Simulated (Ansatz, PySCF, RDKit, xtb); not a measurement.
**Which structure has the formula CH3InSe?**

Given the formula CH3InSe and nothing else, which arrangement of the atoms is the most stable in the gas at 298.15 K, and what are its properties?

Plan: many cheap relaxations first (GFN2-xTB), then density-functional screening, relaxation at PBE0-D3(BJ)/def2-SVP, vibrations and a final energy. The numbers are computed, not measured.

3 further runs of the same task are left out: 3 set aside as unsound or not needed.

## 1. Possible bonding patterns

A program enumerates the bonding patterns with one Lewis structure each (two rings at most, one unusual centre or charged pair), with their diastereomers. O–O, O–halogen and N–halogen bonds and N–N–N chains are not drawn. That gives 17 candidates.

c036 C=[SeH][In] (triplet); c114 [Se]=[CH][InH2]; c234 [CH]1=[SeH][InH]1; c255 [SeH][CH2][In] (triplet); c282 C[Se][In]; c302 [SeH][CH-][InH+]; c339 C=[SeH][In]; c695 [SeH]#[C][InH2]; c706 [CH][InH][SeH]; c716 [CH3][In+][Se-]; c725 C#[Se][InH2]; c736 [CH]1=[Se+][InH2-]1; c764 [CH][InH][SeH] (triplet); c792 [SeH][CH2][In]; c891 C[Se][In] (triplet); c894 [CH2-][In+][SeH]; c995 [CH2]1[Se][InH]1.

Candidates are built by distance geometry, with a force field where one applies, in up to four conformers (letters a to d). 16 starts with atoms placed at random are added, to find patterns that the rules miss.

**Question.** With final energies at CCSD(T)/def2-TZVP, which structure will this search put lowest in free energy, and by what margin?

| quantity | value |
| --- | --- |
| lowest structure found | C[Se][In], singlet, Cs |
| next finalist | [CH3][In][Se] ‡, singlet, 4.5 kcal/mol higher in G |
| share at equilibrium, among the finalists | 100.0 % |
| harmonic wavenumbers, lowest and highest (PBE0-D3(BJ)/def2-SVP) | 87 and 3199 cm⁻¹ |
| rotational constants, same geometry | 0.315, 0.04571, 0.04023 cm⁻¹ |
| dipole moment (PBE0/def2-TZVPD) | 2.44 D |
| HOMO energy (PBE0/def2-TZVPD) | -6.02 eV |
| LUMO energy (PBE0/def2-TZVPD) | -1.90 eV |
| HOMO–LUMO gap (PBE0/def2-TZVPD) | 4.12 eV |
| lowest excitation (TD-CAM-B3LYP/def2-SVPD) | 3.14 eV (f = 0.034) |
| strongest of the states computed, same level | 5.65 eV (f = 0.659) |
| lowest triplet excitation, same level, Tamm-Dancoff | 2.47 eV |
| vertical ionisation energy | 7.89 eV |
| vertical electron affinity | 0.46 eV |
| vertical triplet less singlet | +2.42 eV |

`C[Se][In]` comes out lowest. Among the finalists first place is clear (4.5 kcal/mol); structures outside the list aren't covered. GFN2-xTB, r2SCAN-D4/def2-SVP, PBE0-D3(BJ)/def2-SVP, HF/def2-TZVP and MP2/def2-TZVP already put its bonding pattern lowest among the structures in one piece; HF/STO-3G favours the singlet [CH3][In][Se] ‡. Spin-orbit coupling, which matters for elements this heavy, is left out. Lowest found is not proven lowest: the search is finite, and each finalist counts with one conformer. Patterns outside the rules of the enumeration were met only by chance. The lowest isomer need not be the one that is made and kept in a bottle, which depends on barriers.

‡ marks the bonded skeleton alone, with all bonds drawn single: no Lewis structure was assigned that passes a check against the bond lengths.
